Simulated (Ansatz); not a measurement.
I need relaxations under a series of pressures of Mo, space group Im-3m. Use Ansatz 0.2.0, Python API. Use (first run): PBE, PAW, cutoff 463 eV, 12×12×12 k-points, cold smearing of 0.15 eV.

```cif
data_structure
_symmetry_space_group_name_H-M 'P 1'
_symmetry_Int_Tables_number 1
_cell_length_a 2.7252
_cell_length_b 2.7252
_cell_length_c 2.7252
_cell_angle_alpha 109.471
_cell_angle_beta 109.471
_cell_angle_gamma 109.471
_cell_volume 15.58
loop_
_atom_site_label
_atom_site_type_symbol
_atom_site_fract_x
_atom_site_fract_y
_atom_site_fract_z
_atom_site_occupancy
Mo1 Mo 0.00000 0.00000 0.00000 1
```

The script, `compress_mo.py`:
```python
"""Volume and enthalpy of Mo against pressure."""

import ansatz as az
import numpy as np

def edges_and_angles(cell):
    cell = np.asarray(cell)
    a, b, c = np.linalg.norm(cell, axis=1)
    cosines = cell[1] @ cell[2] / (b * c), cell[0] @ cell[2] / (a * c), cell[0] @ cell[1] / (a * b)
    return (a, b, c, *np.degrees(np.arccos(cosines)))


def main() -> None:
    structure = (
        az.Lattice.from_parameters(2.725235, 2.725235, 2.725235, alpha=109.47122, beta=109.47122, gamma=109.47122)
        .atom("Mo", (0.0, 0.0, 0.0))
    )

    base = (
        structure.calculation()
        .basis(17 * az.Ha)
        .functional("pbe")
        .occupations("cold", width=0.15)  # smearing steadies the SCF of a metal
        .kpoints(12)
    )

    # H = F + PV, with 1 GPa A^3 = 1/160.21766 eV
    rows = []
    for pressure in [0, 2, 4, 6, 8]:
        outcome = base.relax(cell=True, pressure=pressure).run(threads=1)
        cell = outcome.lattice.cell_ang
        n_atoms = len(outcome.lattice.sites)
        volume = abs(np.linalg.det(cell)) / n_atoms
        enthalpy = outcome.report["free_energy_ev"] / n_atoms + pressure * volume / 160.21766
        rows.append((pressure, volume, enthalpy, *edges_and_angles(cell)))
        print(f"{pressure} GPa done: {volume:.4f} A^3/atom")

    print(" P (GPa)  V (A^3/atom)  H (eV/atom)     a       b       c")
    for row in rows:
        print("{:8.1f} {:12.4f} {:14.5f} {:7.4f} {:7.4f} {:7.4f}".format(*row[:6]))
    p, v = np.array([row[0] for row in rows], float), np.array([row[1] for row in rows])
    print("mean bulk modulus between rows (GPa):", np.round(-np.diff(p) / np.diff(np.log(v)), 1))


if __name__ == "__main__":
    main()
```

Output of `python compress_mo.py`:
```text
0 GPa done: 15.7766 A^3/atom
2 GPa done: 15.6603 A^3/atom
4 GPa done: 15.5461 A^3/atom
6 GPa done: 15.4367 A^3/atom
8 GPa done: 15.3313 A^3/atom
 P (GPa)  V (A^3/atom)  H (eV/atom)     a       b       c
     0.0      15.7766    -4956.03736  2.7366  2.7366  2.7366
     2.0      15.6603    -4955.84116  2.7299  2.7299  2.7299
     4.0      15.5461    -4955.64640  2.7232  2.7232  2.7232
     6.0      15.4367    -4955.45303  2.7168  2.7168  2.7168
     8.0      15.3313    -4955.26099  2.7106  2.7106  2.7106
mean bulk modulus between rows (GPa): [270.3 273.2 283.2 292. ]
```

The volume falls from 15.78 Å³ an atom at 0 GPa to 15.33 at 8 GPa, by 2.8 %. Between 0 and 2 GPa, -V dP/dV is about 270 GPa, a mean over that step.

Notes:
- Absolute energies stand on the zero of these potentials, so only differences at equal settings mean something.
- At a fixed pressure a relaxation lowers the enthalpy F + PV, while F alone can rise.
- The mesh is modest for a metal, so energies can be off by several to tens of meV an atom and pressures by half a GPa or more; differences at equal mesh fare better.
- Symmetry holds the cell in this phase, whether or not it is the stable one at each pressure.
- Timing: 21 s on 1 thread of Arm Neoverse V1, with other jobs on the host, peak memory 0.36 GiB.
